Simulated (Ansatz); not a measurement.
Task: a phonon calculation by linear response of W, space group Im-3m, with the Ansatz DFT code, driven from Python. Give the script and its output. Use: PBEsol, PAW, the default cutoff (420 eV here), 14×14×14 k-points, Gaussian smearing of 0.1 eV.

```
W
1.0
    -1.58234    1.58234    1.58234
     1.58234   -1.58234    1.58234
     1.58234    1.58234   -1.58234
W
1
Direct
  0.00000 0.00000 0.00000
```

`w_dfpt.py`:
```python
"""DFPT phonons of W."""

from pathlib import Path

import ansatz as az
import numpy as np
from pymatgen.core import Lattice, Structure
from pymatgen.io.ase import AseAtomsAdaptor


def main() -> None:
    pmg_structure = Structure(
        Lattice([[-1.582345, 1.582345, 1.582345], [1.582345, -1.582345, 1.582345], [1.582345, 1.582345, -1.582345]]),
        ["W"],
        [
            [0.0, 0.0, 0.0],
        ],
    )
    system = az.Crystal.from_ase(AseAtomsAdaptor.get_atoms(pmg_structure))

    setup = (
        system.calculation()
        .functional("PBEsol")
        .scf(tolerance=1e-09)
        .pseudopotentials("paw")
        .occupations("gaussian", width=0.1)
        .kpoints(14, 14, 14)
        .phonons("dfpt", points=[(0, 0, 0), (0.5, 0, 0.5), (0.5, 0, 0)])
    )
    result = setup.run(runs_dir="runs")
    ph = result.phonons

    for q in ph.qpoints:
        thz = np.asarray(q.omega_inv_cm) / 33.35641
        print("q = ({:.2f}, {:.2f}, {:.2f})".format(*q.q_frac), np.round(thz, 2) + 0.0, "THz")


if __name__ == "__main__":
    main()
```

```console
$ python w_dfpt.py
DeckWarning: basis.ecutwfc = 420 eV, auto-derived from the records' recommended cutoffs: set by W (normal level)
RunWarning: eigensolver did not converge (k=30): 1 band(s) unlocked after 20 sweeps at ethr=1.00e-12 eV (lowest unlocked band 10, counted from 0; max residual 1.52e-5 eV among the unlocked bands, [...]
q = (0.00, 0.00, 0.00) [0. 0. 0.] THz
q = (0.50, 0.00, 0.50) [2.89 4.36 6.48] THz
q = (0.50, 0.00, 0.00) [2.89 4.36 6.48] THz
```
(Warnings from the package without file and line, shortened.)

Notes:
- The cell isn't relaxed first, so the values belong to this volume.
- For a metal this k-point mesh is coarse: on a finer one energies can move by several to tens of meV an atom and pressures by half a GPa or more, differences at one mesh by less.
- Spin-orbit coupling, which matters for elements this heavy, is left out.
- The structure is taken as given; imaginary modes can come from an unrelaxed or unstable start. Phonons of metals also depend on mesh and smearing.
- Wall time of the script: 37 s on 1 thread of Arm Neoverse V2, on a shared host, peak memory 0.7 GiB.
